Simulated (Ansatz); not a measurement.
I need a single point in a Gaussian basis of H₆SSi₂Te, SMILES [SiH3][SiH](S)[TeH]. Use Ansatz 0.2.0 through its Python package. Level of theory: CCSD(T), def2-SVPD basis, multiplicity 1.

```xyz
10

Si   -1.2910    0.7544   -0.5516
Si    0.0738   -0.7260    0.2462
S     0.7297   -0.0959    2.1682
Te    2.0935   -0.9219   -1.2928
H    -1.8057    0.3647   -1.9076
H    -2.4862    0.9488    0.3459
H    -0.6207    2.0937   -0.6748
H    -0.5662   -2.0035    0.3549
H     1.5820   -1.2193    2.3582
H     2.3740    0.7538   -1.0437
```

Script `energy.py`:
```python
"""Single point of H6SSi2Te."""

import ansatz as az

geometry_ang = [
    ("Si", (-1.291, 0.7544, -0.5516)),
    ("Si", (0.0738, -0.726, 0.2462)),
    ("S", (0.7297, -0.0959, 2.1682)),
    ("Te", (2.0935, -0.9219, -1.2928)),
    ("H", (-1.8057, 0.3647, -1.9076)),
    ("H", (-2.4862, 0.9488, 0.3459)),
    ("H", (-0.6207, 2.0937, -0.6748)),
    ("H", (-0.5662, -2.0035, 0.3549)),
    ("H", (1.582, -1.2193, 2.3582)),
    ("H", (2.374, 0.7538, -1.0437)),
]
geometry = az.Crystal.molecule()
for symbol, xyz in geometry_ang:
    geometry = geometry.atom(symbol, xyz)

base = (
    geometry.calculation()
    .basis(gaussian="def2-SVPD")
    .correlation("ccsd_t", electrons="valence")
)
report = base.session().plan(threads=1).execute().report

print(f"E = {report['free_energy_ev']:.6f} eV = {report['free_energy_ev'] / 27.211386246:.7f} Ha")
print("converged:", report["converged"], " doubts:", report["published_state_doubts"] or "none")

parts = report["correlation"]
for name in ("random_phase", "coupled_cluster", "perturbative"):
    if name in parts:
        print(f"{name:16s} {parts[name]['energy']['hartree']:12.7f} Ha")
if "second_order" in parts:
    pair = parts["second_order"]
    print(f"MP2 same spin {pair['same_spin']['hartree']:.7f} Ha, opposite spin {pair['opposite_spin']['hartree']:.7f} Ha")
```

`python energy.py` gives:
```text
E = -33910.343098 eV = -1246.1821236 Ha
converged: True  doubts: none
coupled_cluster    -0.5526803 Ha
perturbative       -0.0196662 Ha
MP2 same spin -0.1090001 Ha, opposite spin -0.3765538 Ha
```

Notes:
- The settings weren't tested for convergence.
- The geometry is a force-field or estimated start, not a minimum of this method, and the basis set is short of its limit.
- def2 sets replace the cores of elements past krypton by effective core potentials.
- Finished in 110 s on 1 thread of Arm Neoverse V1, on a shared host, peak memory 1.4 GiB.

(A comment or docstring line of the script was reworded after the run, the code is as it ran; lines on the test bed's own set-up are left out of the output.)
